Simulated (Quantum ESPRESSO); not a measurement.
# MgB (Pm-3m) in Quantum ESPRESSO: reference runs, part 2 of 2

Quantum ESPRESSO 7.5. Earlier steps stand in the parts before.

**3. Single point, PBE (atoms moved at random, drawn with an rms of 0.05 Å)**

Contents of pw.in:

```
&CONTROL
  calculation = 'scf'
  prefix = 'pwscf'
  outdir = './tmp'
  pseudo_dir = './pseudo'
  tprnfor = .true.
  tstress = .true.
  disk_io = 'nowf'
/
&SYSTEM
  ibrav = 0
  nat = 2
  ntyp = 2
  ecutwfc = 55
  ecutrho = 440
  nbnd = 7
  occupations = 'smearing'
  smearing = 'fd'
  degauss = 0.00367493
/
&ELECTRONS
  conv_thr = 4d-10
  electron_maxstep = 120
  mixing_beta = 0.5
/
ATOMIC_SPECIES
Mg    24.3050 Mg.pbe-n-kjpaw_psl.0.3.0.UPF
B     10.8100 b_pbe_v1.4.uspp.F.UPF
CELL_PARAMETERS angstrom
   2.8951500000    0.0000000000    0.0000000000
   0.0000000000    2.8951500000    0.0000000000
   0.0000000000    0.0000000000    2.8951500000
ATOMIC_POSITIONS crystal
Mg    -0.0052070000    0.0042900000   -0.0039160000
B      0.5067340000    0.4856170000    0.5027170000
K_POINTS automatic
9 9 9 0 0 0
```

Potentials or basis: SSSP 1.3 efficiency PBE.

Started as:

```
$ OMP_NUM_THREADS=1 pw.x -in pw.in > pw.out
```

pw.out:

```text
This program is part of the open-source Quantum ESPRESSO suite
     for quantum simulation of materials; please cite
         "P. Giannozzi et al., J. Phys.:Condens. Matter 21 395502 (2009);
         "P. Giannozzi et al., J. Phys.:Condens. Matter 29 465901 (2017);
         "P. Giannozzi et al., J. Chem. Phys. 152 154105 (2020);
     in publications or presentations arising from this work. More details at

     file Mg.pbe-n-kjpaw_psl.0.3.0.UPF: wavefunction(s)  3S renormalized

     G-vector sticks info
     --------------------
     sticks:   dense  smooth     PW     G-vecs:    dense   smooth      PW
     Sum        1049     517    169                25533     9045    1575

     Using Slab Decomposition

     bravais-lattice index     =            0
     lattice parameter (alat)  =       5.4710  a.u.
     unit-cell volume          =     163.7607 (a.u.)^3
     number of atoms/cell      =            2
     number of atomic types    =            2
     number of electrons       =         5.00
     number of Kohn-Sham states=            7
     kinetic-energy cutoff     =      55.0000  Ry
     charge density cutoff     =     440.0000  Ry
     scf convergence threshold =      4.0E-10
     mixing beta               =       0.5000
     number of iterations used =            8  plain     mixing
     Exchange-correlation=  SLA  PW   PBX  PBC
                           (   1   4   3   4   0   0   0)

     celldm(1)=   5.471041  celldm(2)=   0.000000  celldm(3)=   0.000000
     celldm(4)=   0.000000  celldm(5)=   0.000000  celldm(6)=   0.000000

     crystal axes: (cart. coord. in units of alat)
               a(1) = (   1.000000   0.000000   0.000000 )
               a(2) = (   0.000000   1.000000   0.000000 )
               a(3) = (   0.000000   0.000000   1.000000 )

     reciprocal axes: (cart. coord. in units 2 pi/alat)
               b(1) = (  1.000000  0.000000  0.000000 )
               b(2) = (  0.000000  1.000000  0.000000 )
               b(3) = (  0.000000  0.000000  1.000000 )

     PseudoPot. # 1 for Mg read from file:
     Mg.pbe-n-kjpaw_psl.0.3.0.UPF
     Pseudo is Projector augmented-wave + core cor, Zval =  2.0
     Generated using "atomic" code by A. Dal Corso  v.5.0.99 svn rev. 10869
     Shape of augmentation charge: PSQ
     Using radial grid of 1129 points,  4 beta functions with:
                l(1) =   0
                l(2) =   0
                l(3) =   1
                l(4) =   1
     Q(r) pseudized with 0 coefficients

     PseudoPot. # 2 for B  read from file:
     b_pbe_v1.4.uspp.F.UPF
     Pseudo is Ultrasoft + core correction, Zval =  3.0
     Generated by new atomic code, or converted to UPF format
     Using radial grid of  781 points,  4 beta functions with:
                l(1) =   0
                l(2) =   0
                l(3) =   1
                l(4) =   1
     Q(r) pseudized with  8 coefficients,  rinner =    1.100   1.100   1.100

     atomic species   valence    mass     pseudopotential
     Mg                2.00    24.30500     Mg( 1.00)
     B                 3.00    10.81000     B ( 1.00)

     No symmetry found

   Cartesian axes

     site n.     atom                  positions (alat units)
         1        Mg     tau(   1) = (  -0.0052070   0.0042900  -0.0039160  )
         2        B      tau(   2) = (   0.5067340   0.4856170   0.5027170  )

     number of k points=   365  Fermi-Dirac smearing, width (Ry)=  0.0037

     Number of k-points >= 100: set verbosity='high' to print them.

     Dense  grid:    25533 G-vectors     FFT dimensions: (  40,  40,  40)

     Smooth grid:     9045 G-vectors     FFT dimensions: (  25,  25,  25)

     Initial potential from superposition of free atoms

     starting charge       4.9988, renormalised to       5.0000
     Starting wfcs are    8 randomized atomic wfcs

     Self-consistent Calculation

     iteration #  1     ecut=    55.00 Ry     beta= 0.50
     Davidson diagonalization with overlap
     ethr =  1.00E-02,  avg # of iterations =  3.6

     Threshold (ethr) on eigenvalues was too large:
     Diagonalizing with lowered threshold

     Davidson diagonalization with overlap
     ethr =  7.21E-04,  avg # of iterations =  1.0

     total energy              =     -39.88873189 Ry
     estimated scf accuracy    <       0.03527977 Ry

     iteration #  2     ecut=    55.00 Ry     beta= 0.50
     Davidson diagonalization with overlap
     ethr =  7.06E-04,  avg # of iterations =  1.0

     total energy              =     -39.89210535 Ry
     estimated scf accuracy    <       0.00244357 Ry

     iteration #  3     ecut=    55.00 Ry     beta= 0.50
     Davidson diagonalization with overlap
     ethr =  4.89E-05,  avg # of iterations =  2.2

     total energy              =     -39.89240333 Ry
     estimated scf accuracy    <       0.00030104 Ry

     iteration #  4     ecut=    55.00 Ry     beta= 0.50
     Davidson diagonalization with overlap
     ethr =  6.02E-06,  avg # of iterations =  3.9

     total energy              =     -39.89255254 Ry
     estimated scf accuracy    <       0.00000071 Ry

     iteration #  5     ecut=    55.00 Ry     beta= 0.50
     Davidson diagonalization with overlap
     ethr =  1.41E-08,  avg # of iterations =  6.0

     total energy              =     -39.89256236 Ry
     estimated scf accuracy    <       0.00000024 Ry

     iteration #  6     ecut=    55.00 Ry     beta= 0.50
     Davidson diagonalization with overlap
     ethr =  4.79E-09,  avg # of iterations =  2.0

     total energy              =     -39.89256233 Ry
     estimated scf accuracy    <       0.00000013 Ry

     iteration #  7     ecut=    55.00 Ry     beta= 0.50
     Davidson diagonalization with overlap
     ethr =  2.56E-09,  avg # of iterations =  1.5

     total energy              =     -39.89256234 Ry
     estimated scf accuracy    <          6.9E-10 Ry

     iteration #  8     ecut=    55.00 Ry     beta= 0.50
     Davidson diagonalization with overlap
     ethr =  1.38E-11,  avg # of iterations =  5.2

     End of self-consistent calculation

     Number of k-points >= 100: set verbosity='high' to print the bands.

     the Fermi energy is     6.5917 ev

!    total energy              =     -39.89256235 Ry
     estimated scf accuracy    <          2.6E-11 Ry
     smearing contrib. (-TS)   =      -0.00049963 Ry
     internal energy E=F+TS    =     -39.89206272 Ry

     The total energy is F=E-TS. E is the sum of the following terms:
     one-electron contribution =       3.89358327 Ry
     hartree contribution      =       0.51882829 Ry
     xc contribution           =      -4.49827312 Ry
     ewald contribution        =      -8.49831768 Ry
     one-center paw contrib.   =     -31.30788348 Ry

     convergence has been achieved in   8 iterations

     Forces acting on atoms (cartesian axes, Ry/au):

     atom    1 type  1   force =     0.00560824   -0.00871193    0.00312538
     atom    2 type  2   force =    -0.00560824    0.00871193   -0.00312538

     Total force =     0.015305     Total SCF correction =     0.000001

     Computing stress (Cartesian axis) and pressure

          total   stress  (Ry/bohr**3)                   (kbar)     P=        0.35
   0.00000337  -0.00001312   0.00000470            0.50       -1.93        0.69
  -0.00001312  -0.00000255  -0.00000731           -1.93       -0.38       -1.08
   0.00000470  -0.00000731   0.00000626            0.69       -1.08        0.92

=------------------------------------------------------------------------------=
   JOB DONE.
=------------------------------------------------------------------------------=
```

Run time: 22 s. Hardware: 1 thread of Arm Neoverse V2, shared host; peak memory 0.09 GiB.

Results:

```
Free energy            : -542.7660 eV
Pressure               : 0.0 GPa
Largest force          : 0.278 eV/Å
Band gap on the k mesh : none (metal or under the smearing width)
```

Forces in eV/Å, atoms in the order of the input:
```
Mg   0.144 -0.224  0.080
B   -0.144  0.224 -0.080
```

Levels at points of the mesh, in eV from the Fermi level:
```csv
k point,band 1,band 2,band 3,band 4,band 5,band 6,band 7
"(0.00, 0.00, 0.00)",-10.90,2.37,2.37,2.37,6.90,6.91,8.79
```
